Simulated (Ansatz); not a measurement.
**TaF3 (database structure): how the settings move a relaxation**

Question: which choices in the input matter for TaF3 (database structure)?

Computed with Ansatz 0.2.0 (reference: DFT PBE, plane waves, PAW, scalar-relativistic, no spin polarisation, unless a step's input says otherwise).

## Step 1: The starting structure

It takes space group Pm-3m (No. 221, cubic). Conventional cell: a = 3.948 Å, b = 3.948 Å, c = 3.948 Å, α = 90.00°, β = 90.00°, γ = 90.00°. Around Ta (site symmetry m-3m) lie 6 F at 1.97 Å. F (site symmetry 4/mmm) has 2 Ta at 1.97 Å as nearest neighbours.

As a file:

```cif
data_structure
_symmetry_space_group_name_H-M 'P 1'
_symmetry_Int_Tables_number 1
_cell_length_a 3.9477
_cell_length_b 3.9477
_cell_length_c 3.9477
_cell_angle_alpha 90.000
_cell_angle_beta 90.000
_cell_angle_gamma 90.000
_cell_volume 61.52
loop_
_atom_site_label
_atom_site_type_symbol
_atom_site_fract_x
_atom_site_fract_y
_atom_site_fract_z
_atom_site_occupancy
Ta1 Ta 0.00000 0.00000 0.00000 1
F1 F 0.50000 0.00000 0.00000 1
F2 F 0.00000 0.50000 0.00000 1
F3 F 0.00000 0.00000 0.50000 1
```

## Step 2: The reference run

Input file input.yaml:

```yaml
crystal:
  lattice:
    - [3.947713, 0.0, 0.0]
    - [0.0, 3.947713, 0.0]
    - [0.0, 0.0, 3.947713]
  atoms:
    - { symbol: Ta, position: [0.0, 0.0, 0.0] }
    - { symbol: F, position: [0.5, 0.0, 0.0] }
    - { symbol: F, position: [0.0, 0.5, 0.0] }
    - { symbol: F, position: [0.0, 0.0, 0.5] }
  symmetry: { tolerance: 0.0003 }
kpoints:
  mp_grid: { grid: [5, 5, 5], shift: [0, 0, 0] }
magnetization:
  spin_polarized: false
scf:
  occupations: { method: fermi_dirac }
hamiltonian:
  pseudopotentials: { kind: paw }
  xc: pbe
basis:
  ecutwfc: 420
output:
  forces: true
  stress: true
  eigenvalues: true
relax:
  max_steps: 40
  cell: {}
```

The run is started by

```
> ansatz run input.yaml --threads 1 --pin off --max-ram 2560MiB --backend cpu --events-out ev --progress --plain --runs-dir out
```

## Step 3: Variant: hubbard.sites [{species: Ta, l: d, u_eff: 2.0}], hubbard.double_counting fll

Changes to input.yaml since step 2:

```diff
@@ -20,2 +20,3 @@
   xc: pbe
+  hubbard: { sites: [{ species: Ta, l: d, u_eff: 2.0 }], double_counting: fll }
 basis:
```

## Step 4: Changing settings: preconditioner local_kerker

Changes to input.yaml since step 2:

```diff
@@ -17,2 +17,3 @@
   occupations: { method: fermi_dirac }
+  mixing: { preconditioner: local_kerker }
 hamiltonian:
```

## Step 5: Changing settings: mp_grid.grid [3, 3, 3], occupations.method methfessel_paxton, occupations.width 0.1, ecutwfc 51.4 Ry

Changes to input.yaml since step 2:

```diff
@@ -12,3 +12,3 @@
 kpoints:
-  mp_grid: { grid: [5, 5, 5], shift: [0, 0, 0] }
+  mp_grid: { grid: [3, 3, 3], shift: [0, 0, 0] }
 magnetization:
@@ -16,3 +16,3 @@
 scf:
-  occupations: { method: fermi_dirac }
+  occupations: { method: methfessel_paxton, width: 0.1 }
 hamiltonian:
@@ -21,3 +21,3 @@
 basis:
-  ecutwfc: 420
+  ecutwfc: "51.4 Ry"
 output:
```

## Step 6: Changed: eigensolver.kind davidson

Changes to input.yaml since step 2:

```diff
@@ -17,2 +17,3 @@
   occupations: { method: fermi_dirac }
+  eigensolver: { kind: davidson }
 hamiltonian:
```

Q: Predict the outcome of this session. Wanted: for each run, ending; energy change; pressure; gap; force.

The runs gave:

| run | ending | energy change | pressure (GPa) | gap (eV) | force (eV/Å) | cycles | time |
| --- | --- | --- | --- | --- | --- | --- | --- |
| reference | converged | 0 | 0.0 | 0.00 | 0.00 | 48 | 7.9 s |
| 1: hubbard.sites [{species: Ta, l: d, u_eff: 2.0}], hubbard.double_counting fll | converged | +521.9 meV/atom (U changed: no physical gain or loss) | 0.0 | 0.00 | 0.00 | 62 | 10 s |
| 2: preconditioner local_kerker | converged | 0.0 meV/atom | 0.0 | 0.00 | 0.00 | 44 | 7.3 s |
| 3: mp_grid.grid [3, 3, 3], occupations.method methfessel_paxton, occupations.width 0.1, ecutwfc 51.4 Ry | converged | +36.9 meV/atom (σ→0) | 0.0 | 0.00 | 0.00 | 39 | 5.5 s |
| 4: eigensolver.kind davidson | converged | 0.0 meV/atom | 0.0 | 0.00 | 0.00 | 49 | 8.5 s |

A changed U is a change of model: its shifts are not errors of convergence.

The reference has limits of its own: its mesh is coarse for a cell with so small a gap or none.
